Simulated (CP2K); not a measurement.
**C3H5ClSi (SMILES C=C1[SiH2]C1Cl), run twice**

Wanted: energy and gradient of C3H5ClSi, AM1.

The calculation is run with CP2K 2026.2.

2 further runs of the same task are left out: 2 set aside as unsound or not needed.

**1. The structure to begin with**

The species is C3H5ClSi (10 atoms), meant as a singlet with charge 0. SMILES: `C=C1[SiH2]C1Cl`. The shape is that of a GFN2-xTB optimisation.

Bond lengths: C1–C2 1.316 Å, C2–Si3 1.861 Å, C2–C4 1.496 Å, Si3–C4 1.918 Å, C4–Cl5 1.778 Å, C1–H6 1.078 Å, C1–H7 1.081 Å, Si3–H8 1.452 Å, Si3–H9 1.449 Å, C4–H10 1.085 Å. Some angles: C1–C2–Si3 153.4°, C1–C2–C4 136.4°, Si3–C2–C4 68.7°, C2–Si3–C4 46.6°, C2–C4–Si3 64.7°, C2–C4–Cl5 116.6°, Si3–C4–Cl5 124.1°, C2–C1–H6 122.1°, C2–C1–H7 121.6°, C2–Si3–H8 119.8°.

**2. The input as first written**

job.inp

```
&global
  project job
  run_type ENERGY_FORCE
  print_level MEDIUM
&end

&force_eval
  method QUICKSTEP
  &dft
    charge 4
    multiplicity 1
    &qs
      method AM1
      eps_default 1.0E-10
      &se
        &coulomb
          cutoff [angstrom] 50
          rc_range [angstrom] 0
        &end
        &exchange
          cutoff [angstrom] 50
          rc_range [angstrom] 0
        &end
      &end
    &end
    &poisson
      periodic NONE
      poisson_solver ANALYTIC
    &end
    &scf
      scf_guess ATOMIC
      eps_scf 1.0E-06
      max_scf 85
      added_mos 2
      &diagonalization
        algorithm STANDARD
      &end
      &mixing
        method DIRECT_P_MIXING
        alpha 0.4
      &end
    &end
    &print
      &moments
        periodic F
        reference COM
        max_moment 1
      &end
      &mo ON
        energies T
        occupation_numbers T
        ndigits 6
        &each
          qs_scf 0
        &end
        add_last NUMERIC
      &end
      &hirshfeld OFF
      &end
    &end
  &end
  &subsys
    &cell
      abc [angstrom] 10.5 12.3 11.5
      periodic NONE
    &end
    &coord
      C     -0.091190     1.740620     0.254200
      C      0.098640     0.440920     0.174840
      Si     0.048630    -1.291990     0.851100
      C      0.205060    -0.573540    -0.919920
      Cl    -1.105150    -0.587520    -2.121310
      H     -0.200720     2.246440     1.200280
      H     -0.133010     2.362030    -0.629710
      H      1.259020    -1.896120     1.377270
      H     -1.233100    -1.829390     1.261270
      H      1.151840    -0.611430    -1.448030
    &end
    &topology
      &center_coordinates
      &end
    &end
  &end
  &print
    &forces ON
    &end
  &end
&end
```

The run is started by

```bash
$ OMP_NUM_THREADS=1 cp2k.psmp -i job.inp -o job.out
```

Output:

```text
CP2K| version string:                                       CP2K version 2026.2
[...]
 GLOBAL| Method name                                                        CP2K
[...]
 GLOBAL| Run type                                                   ENERGY_FORCE
[...]
                             - Atoms:                                         10
[...]
                             - Spherical basis functions:                     25
[...]
 Number of electrons:                                                         24
[...]
     1 P_Mix/Diag. 0.40E+00    0.0     0.82057430       -23.9835634285 -2.40E+01
[...]
    59 DIIS/Diag.  0.18E-05    0.0     0.00000078       -30.7056135131 -9.08E-11
  *** SCF run converged in    59 steps ***
  Core-core repulsion energy [eV]:                           1817.33361325517876
  Core Hamiltonian energy [eV]:                             -1272.47993345342229
  Two-electron integral energy [eV]:                        -2760.79183131411628
  Electronic energy [eV]:                                   -2652.87584911048043
  Total energy [eV]:                                         -835.54223585530178
  Atomic reference energy [eV]:                               910.11530562778455
  Heat of formation [kcal/mol]:                              1719.69597871107158
[...]
 SE_DIPOLE| Moment [Debye]         -2.36514905      -4.74382532      -6.11398353
 SE_DIPOLE| Derivative [a.u.]       0.00000000       0.00000000       0.00000000
 ENERGY| Total FORCE_EVAL ( QS ) energy [hartree]            -30.705613513068080
 FORCES| Atomic forces [hartree/bohr]
 FORCES|   Atom     x               y               z               |f|
 FORCES|      1  1.86119095E-02 -1.32961853E-01  2.34662966E-02   1.36293524E-01
 FORCES|      2 -2.64237820E-02  9.54775220E-02 -5.74475169E-02   1.14518080E-01
 FORCES|      3  1.64191814E-02 -8.99292874E-02  9.08769098E-02   1.28901043E-01
 FORCES|      4 -1.25403777E-01  3.77808218E-02 -1.07015124E-01   1.69132299E-01
 FORCES|      5  6.47195381E-02 -1.37899657E-02  5.64380142E-02   8.69714391E-02
 FORCES|      6 -1.82052442E-02  5.68627412E-02  5.36106626E-02   8.02427903E-02
 FORCES|      7  1.17673069E-02  6.56156099E-02 -4.31616257E-02   7.94153871E-02
 FORCES|      8  2.58287435E-02 -6.92149080E-03 -5.26215059E-04   2.67452412E-02
 FORCES|      9 -2.47575262E-02  6.62486064E-03  1.61222770E-03   2.56792360E-02
 FORCES|     10  5.74436498E-02 -1.87589583E-02 -1.78536288E-02   6.30112964E-02
 FORCES| Sum    -2.77555756E-16  2.22044605E-16 -1.66533454E-16
 FORCES| Total atomic force                                       3.92523115E-16
[...]
```

Run time: 0.9 s. Hardware: 1 thread of Intel Xeon 6975P-C (Granite Rapids), shared host; peak memory 0.18 GiB.

**3. Reading the log**

It ran to the end. The result can't be trusted all the same.

What is wrong: the charge typed isn't that of the species meant. To mend it: charge 0 in place of 4.

**4. The mended input**

mol.inp

```
&FORCE_EVAL
  METHOD QS
  &DFT
    CHARGE 0
    MULTIPLICITY 1
    # Quickstep
    &QS
      METHOD AM1
      EPS_DEFAULT 1.0E-10
      &SE
        &COULOMB
          CUTOFF [angstrom] 50
          RC_RANGE [angstrom] 0
        &END COULOMB
        &EXCHANGE
          CUTOFF [angstrom] 50
          RC_RANGE [angstrom] 0
        &END EXCHANGE
      &END SE
    &END QS
    # no periodic images
    &POISSON
      PERIODIC NONE
      POISSON_SOLVER ANALYTIC
    &END POISSON
    &SCF
      SCF_GUESS ATOMIC
      EPS_SCF 1.0E-06
      MAX_SCF 150
      ADDED_MOS 2
      &DIAGONALIZATION
        ALGORITHM STANDARD
      &END DIAGONALIZATION
      &MIXING
        METHOD DIRECT_P_MIXING
        ALPHA 0.4
      &END MIXING
    &END SCF
    # extra output
    &PRINT
      &MOMENTS
        PERIODIC F
        REFERENCE COM
        MAX_MOMENT 1
      &END MOMENTS
      &MO ON
        ENERGIES T
        OCCUPATION_NUMBERS T
        NDIGITS 6
        &EACH
          QS_SCF 0
        &END EACH
        ADD_LAST NUMERIC
      &END MO
      &HIRSHFELD OFF
      &END HIRSHFELD
    &END PRINT
  &END DFT
  # atoms, cell and kinds
  &SUBSYS
    &CELL
      ABC [angstrom] 10.5 12.3 11.5
      PERIODIC NONE
    &END CELL
    &COORD
      C     -0.091190     1.740620     0.254200
      C      0.098640     0.440920     0.174840
      Si     0.048630    -1.291990     0.851100
      C      0.205060    -0.573540    -0.919920
      Cl    -1.105150    -0.587520    -2.121310
      H     -0.200720     2.246440     1.200280
      H     -0.133010     2.362030    -0.629710
      H      1.259020    -1.896120     1.377270
      H     -1.233100    -1.829390     1.261270
      H      1.151840    -0.611430    -1.448030
    &END COORD
    &TOPOLOGY
      &CENTER_COORDINATES
      &END CENTER_COORDINATES
    &END TOPOLOGY
  &END SUBSYS
  &PRINT
    &FORCES ON
    &END FORCES
  &END PRINT
&END FORCE_EVAL
&GLOBAL
  PROJECT_NAME mol
  RUN_TYPE ENERGY_FORCE
  PRINT_LEVEL MEDIUM
&END GLOBAL
```

The run is started by

```bash
$ OMP_NUM_THREADS=1 cp2k.psmp -i mol.inp -o mol.out
```

Output:

```text
CP2K| version string:                                       CP2K version 2026.2
[...]
 GLOBAL| Method name                                                        CP2K
[...]
 GLOBAL| Run type                                                   ENERGY_FORCE
[...]
                             - Atoms:                                         10
[...]
                             - Spherical basis functions:                     25
[...]
 Number of electrons:                                                         28
[...]
     1 P_Mix/Diag. 0.40E+00    0.0     0.89478340       -27.0373003630 -2.70E+01
[...]
    17 DIIS/Diag.  0.91E-07    0.0     0.00000028       -33.3929201076 -2.67E-12
  *** SCF run converged in    17 steps ***
  Core-core repulsion energy [eV]:                           1817.33361325517876
  Core Hamiltonian energy [eV]:                             -1422.76034974537015
  Two-electron integral energy [eV]:                        -2606.48166129563924
  Electronic energy [eV]:                                   -2726.00118039318977
  Total energy [eV]:                                         -908.66756713801112
  Atomic reference energy [eV]:                               910.11530562778455
  Heat of formation [kcal/mol]:                                33.38564533664029
[...]
 SE_DIPOLE| Moment [Debye]         -0.83469436       0.05960665      -1.84500479
 SE_DIPOLE| Derivative [a.u.]       0.00000000       0.00000000       0.00000000
 ENERGY| Total FORCE_EVAL ( QS ) energy [hartree]            -33.392920107555646
 FORCES| Atomic forces [hartree/bohr]
 FORCES|   Atom     x               y               z               |f|
 FORCES|      1  6.03340654E-03 -1.99259349E-02 -2.84808633E-03   2.10132451E-02
 FORCES|      2 -6.31198972E-03 -3.68767300E-02 -5.00835113E-03   3.77467616E-02
 FORCES|      3  1.83662646E-03  2.71287988E-02 -2.60533122E-02   3.76579340E-02
 FORCES|      4 -2.74880760E-02  1.49894600E-02  1.50944494E-02   3.47580298E-02
 FORCES|      5  1.96664906E-02 -1.50288880E-03  2.01385194E-02   2.81884638E-02
 FORCES|      6 -1.52255758E-03  7.58715127E-03  1.28670241E-02   1.50147712E-02
 FORCES|      7 -6.33491436E-04  9.74840089E-03 -1.09190456E-02   1.46512180E-02
 FORCES|      8 -1.35561276E-03  3.25342626E-04  1.95652882E-03   2.40240272E-03
 FORCES|      9  4.84170159E-04 -2.17165090E-04  2.19148803E-03   2.25481733E-03
 FORCES|     10  9.29103379E-03 -1.25643482E-03 -7.41921453E-03   1.19560312E-02
 FORCES| Sum     6.92154667E-16  5.55111512E-16  1.02695630E-15
 FORCES| Total atomic force                                       1.35715368E-15
[...]
```

Wall time 0.88 s (1 thread of Intel Xeon 6975P-C (Granite Rapids), shared host); peak memory 0.19 GiB.

**5. Summary of results**

Level: AM1.

| quantity | value |
| --- | --- |
| total energy | -33.39292 Eh |
| dipole moment | 2.03 D |
| HOMO energy | -9.92 eV |
| LUMO energy | -0.04 eV |
| HOMO–LUMO gap | 9.88 eV |
| heat of formation at this unrelaxed shape | 33.4 kcal/mol |
| largest force on an atom | 1.941 eV/Å |

The largest force is 1.94 eV/Å: the shape isn't a stationary point for this species at this level.
